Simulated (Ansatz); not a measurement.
**CH₅BOZn: one species, many methods**

One table from this session's results is given with a row withheld; the runs are named, their logs left out.

Program: Ansatz 0.2.0, Gaussian basis. Level of theory: functionals in def2-TZVPP, the program's frozen cores in correlated methods. These are calculated values, not measurements.

Levels to be run: LDA (SPW92), PBE-D4, revPBE-D4, BLYP-D4, r2SCAN-D4, B97M-V, PBE0-D4, B3LYP-D4, r2SCANh-D4, r2SCAN0-D4, HSE06-D4, BHLYP-D4, CAM-B3LYP-D4, LC-ωPBE, ωB97X-V, ωB97M-V, B2PLYP, PBE-QIDH; CCSD(T)/def2-SVP; CCSD(T)/def2-TZVPP; MP2/def2-QZVPP; extrapolation to the limit; RPA on PBE.

## The relaxed structure

All runs share one geometry, relaxed beforehand with PBE0-D4 in a triple-zeta def2 set.

9 atoms, charge 0, spin multiplicity 1.

Atoms are counted from 1 here; the program's logs count them from 0.

Bond lengths: B1–C2 1.562 Å, B1–H5 1.210 Å, B1–H6 1.284 Å, B1–H7 1.210 Å, C2–O3 1.250 Å, C2–H8 1.105 Å, O3–Zn4 1.989 Å, Zn4–H6 1.786 Å, Zn4–H9 1.535 Å. Angles: C2–B1–H5 111.0°, C2–B1–H6 109.2°, C2–B1–H7 111.0°, H5–B1–H6 106.9°, H5–B1–H7 111.7°, H6–B1–H7 106.9°, B1–C2–O3 123.0°, B1–C2–H8 122.4°, O3–C2–H8 114.7°, C2–O3–Zn4 102.6°, O3–Zn4–H6 89.8°, O3–Zn4–H9 142.0°, H6–Zn4–H9 128.2°, B1–H6–Zn4 115.5°.

Geometry (Å):

```xyz
9

B    -0.0539    0.3123   -0.9667
C     0.9382   -0.6451   -0.2326
O     0.8478   -0.9157    0.9845
Zn   -0.7444    0.1361    1.5445
H     0.5215    1.2834   -1.4017
H    -0.9251    0.7406   -0.1267
H    -0.6602   -0.2735   -1.8342
H     1.7785   -1.1380   -0.7532
H    -1.6141    0.4537    2.7689
```

Set-up of the first run:

in.yaml

```yaml
crystal:
  periodic: [false, false, false]
  atoms:
    - {symbol: B, position_ang: [-0.053861, 0.312300, -0.966663]}
    - {symbol: C, position_ang: [0.938240, -0.645132, -0.232605]}
    - {symbol: O, position_ang: [0.847805, -0.915695, 0.984542]}
    - {symbol: Zn, position_ang: [-0.744435, 0.136131, 1.544488]}
    - {symbol: H, position_ang: [0.521533, 1.283422, -1.401706]}
    - {symbol: H, position_ang: [-0.925128, 0.740570, -0.126669]}
    - {symbol: H, position_ang: [-0.660170, -0.273544, -1.834238]}
    - {symbol: H, position_ang: [1.778516, -1.138037, -0.753178]}
    - {symbol: H, position_ang: [-1.614100, 0.453685, 2.768928]}
basis:
  gaussian: {orbitals: def2-TZVPP}
hamiltonian: {xc: lda}
output: {orbitals: {seedname: orbitals}}
```

Steps of the session up to this table: LDA; PBE-D4 (GGA); revPBE-D4 (GGA); BLYP-D4 (GGA); r2SCAN-D4 (meta-GGA); B97M-V (meta-GGA); PBE0-D4 (hybrid); B3LYP-D4 (hybrid); r2SCANh-D4 (hybrid); r2SCAN0-D4 (hybrid); HSE06-D4 (hybrid); BHLYP-D4 (hybrid); CAM-B3LYP-D4 (range-separated); LC-ωPBE (range-separated); ωB97X-V (range-separated); ωB97M-V (range-separated); B2PLYP (double hybrid); PBE-QIDH (double hybrid).

One of the session's tables, all rows but one given; the rest of the session is left out.

It belongs to the step «Frontier levels by functional». 

```
  functional  HOMO (eV)  LUMO (eV)  gap (eV)
 LDA (SPW92)      -6.73      -3.04      3.69
      PBE-D4      -6.61      -2.81      3.80
   revPBE-D4      -6.56      -2.72      3.84
     BLYP-D4      -6.55      -2.69      3.86
   r2SCAN-D4      -6.90      -2.58      4.32
      B97M-V      -7.07      -2.57      4.50
     PBE0-D4      -8.10      -1.71      6.39
    B3LYP-D4      -7.91      -1.98      5.93
  r2SCANh-D4      -7.46      -2.18      5.28
  r2SCAN0-D4      -8.31      -1.57      6.73
    HSE06-D4      -7.70      -2.10      5.60
    BHLYP-D4      -9.56      -0.56      9.00
CAM-B3LYP-D4      -9.60      -0.58      9.02
     LC-ωPBE          ?          ?         ?
     ωB97X-V     -10.59       0.54     11.13
     ωB97M-V     -10.48       0.35     10.83
```

Estimate the missing values for LC-ωPBE.

**Answer.** HOMO (eV): -10.94; LUMO (eV): 0.62; gap (eV): 11.56. In the column «HOMO (eV)» it is the lowest.
